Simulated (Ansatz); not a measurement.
# C2H6FSi: the cost of one run

Method: RKS PBE-D4/def2-SVP, in Ansatz 0.2.0.

**1. Starting point**

Bond lengths: C1–C2 1.430 Å, C2–F3 1.288 Å, C2–Si4 1.960 Å, C1–H5 1.085 Å, C1–H6 1.102 Å, C1–H7 1.101 Å, Si4–H8 1.453 Å, Si4–H9 1.464 Å, Si4–H10 1.464 Å. Angles (14 of 15 angles, heavy atoms first): C1–C2–F3 115.8°, C1–C2–Si4 127.8°, F3–C2–Si4 116.4°, C2–C1–H5 112.9°, C2–C1–H6 110.0°, C2–C1–H7 110.4°, C2–Si4–H8 105.6°, C2–Si4–H9 98.6°, C2–Si4–H10 98.5°, H5–C1–H6 110.8°, H5–C1–H7 111.2°, H6–C1–H7 100.8°, H8–Si4–H9 118.1°, H8–Si4–H10 118.0°.

Coordinates:

```xyz
10

C    -0.3542    1.1362   -0.7915
C    -0.2088   -0.2496   -0.4696
F    -0.6052   -1.0794   -1.3719
Si    0.5241   -1.0323    1.1705
H     0.0092    1.7928   -0.0074
H    -1.4059    1.3593   -1.0332
H     0.1306    1.3602   -1.7547
H     0.4369   -2.4714    0.9909
H    -0.3776   -0.4021    2.1363
H     1.8509   -0.4138    1.1305
```

**2. End point A**

input.yaml

```yaml
crystal:
  periodic: [false, false, false]
  atoms:
    - { symbol: C, position_ang: [-0.35418, 1.1362, -0.79151] }
    - { symbol: C, position_ang: [-0.20883, -0.2496, -0.46958] }
    - { symbol: F, position_ang: [-0.60521, -1.07937, -1.37185] }
    - { symbol: Si, position_ang: [0.52414, -1.0323, 1.17055] }
    - { symbol: H, position_ang: [0.00917, 1.79284, -0.00738] }
    - { symbol: H, position_ang: [-1.4059, 1.3593, -1.03321] }
    - { symbol: H, position_ang: [0.13062, 1.36023, -1.75474] }
    - { symbol: H, position_ang: [0.4369, -2.47139, 0.99091] }
    - { symbol: H, position_ang: [-0.3776, -0.40212, 2.1363] }
    - { symbol: H, position_ang: [1.85087, -0.4138, 1.13052] }
total_charge: 1
basis:
  gaussian: { orbitals: def2-SVP }
hamiltonian:
  xc: pbe
  dispersion: d4
relax:
  f_tol: 0.015
  max_steps: 40
```

Run with:

```bash
ansatz run input.yaml --threads 1 --pin off --max-ram 2048MiB --backend cpu --events-out ev --progress --plain --runs-dir out
```

What time and memory should one allow on 1 thread of Arm Neoverse V1, shared host?

About 74 s, with a peak of 0.12 GiB.
